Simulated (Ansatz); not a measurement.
# CH5SSb: the cost of one run

Program: Ansatz 0.2.0, driven from Python. Level of theory: PBE0/def2-SVP. These are calculated values, not measurements.

**1. The system**

Bond lengths: S1–C2 1.769 Å, C2–Sb3 2.139 Å, S1–H4 1.456 Å, C2–H5 1.102 Å, C2–H6 1.109 Å, Sb3–H7 1.808 Å, Sb3–H8 1.732 Å. Angles: S1–C2–Sb3 107.3°, S1–C2–H5 111.4°, S1–C2–H6 110.1°, Sb3–C2–H5 110.2°, Sb3–C2–H6 110.2°, H5–C2–H6 107.7°, C2–S1–H4 89.8°, C2–Sb3–H7 92.0°, C2–Sb3–H8 92.6°, H7–Sb3–H8 91.0°.

The script holds or builds the structure itself.

**2. The code**

File bend.py:

```python
'''Bending curve of CH5SSb.'''

import warnings

import ansatz
from ase import Atoms


def main() -> None:
    warnings.simplefilter('ignore', ansatz.DeckWarning)

    atoms = Atoms(['S', 'C', 'Sb', 'H', 'H', 'H', 'H', 'H'], positions=[
        [-1.8654, 0.222, -0.0459],
        [-0.1149, 0.4716, -0.0834],
        [0.7621, -0.9588, 1.2441],
        [-2.0355, 1.3156, -0.9919],
        [0.1524, 1.494, 0.2293],
        [0.2686, 0.323, -1.1129],
        [2.4148, -0.6623, 0.5738],
        [0.5101, -2.2621, 0.131],
    ])

    # relax first, so that the scan starts from a minimum
    first = (
        ansatz.Crystal.molecule_from_ase(atoms).calculation()
        .basis(gaussian='def2-SVP')
        .functional('PBE0')
        .relax(force_tolerance=0.02, max_steps=80)  # relax until the tolerances are met
    )
    atoms.positions = first.run().report['positions_ang']

    rows = []
    for angle in [85, 95, 105, 115, 125, 140, 160]:
        bent = atoms.copy()
        bent.set_angle(1, 0, 3, angle, indices=[3])
        setup = (
            ansatz.Crystal.molecule_from_ase(bent).calculation()
            .basis(gaussian='def2-SVP')
            .functional('PBE0')
        )
        rows.append((angle, setup.run().report['free_energy_ev']))
    floor = min(e for _, e in rows)
    for angle, e in rows:
        print(f'angle C1-S0-H3 = {angle:3d} deg   {1000 * (e - floor):9.1f} meV')


if __name__ == '__main__':
    main()
```

**3. What the engine is handed**

The engine receives this input (first run):

```yaml
crystal:
  periodic: [false, false, false]
  atoms:
    - { symbol: S, position_ang: [-1.8654, 0.222, -0.0459] }
    - { symbol: C, position_ang: [-0.1149, 0.4716, -0.0834] }
    - { symbol: Sb, position_ang: [0.7621, -0.9588, 1.2441] }
    - { symbol: H, position_ang: [-2.0355, 1.3156, -0.9919] }
    - { symbol: H, position_ang: [0.1524, 1.494, 0.2293] }
    - { symbol: H, position_ang: [0.2686, 0.323, -1.1129] }
    - { symbol: H, position_ang: [2.4148, -0.6623, 0.5738] }
    - { symbol: H, position_ang: [0.5101, -2.2621, 0.131] }
basis:
  gaussian:
    orbitals: def2-SVP
hamiltonian:
  xc: pbe0
relax:
  f_tol: 0.02
  max_steps: 80
```

**4. Launch**

The run is started by

```bash
$ python bend.py
```

**Question.** How long does this script take on 1 thread of Arm Neoverse V2, shared host, and how much memory does it need?

About 43 s, with a peak of 0.25 GiB.
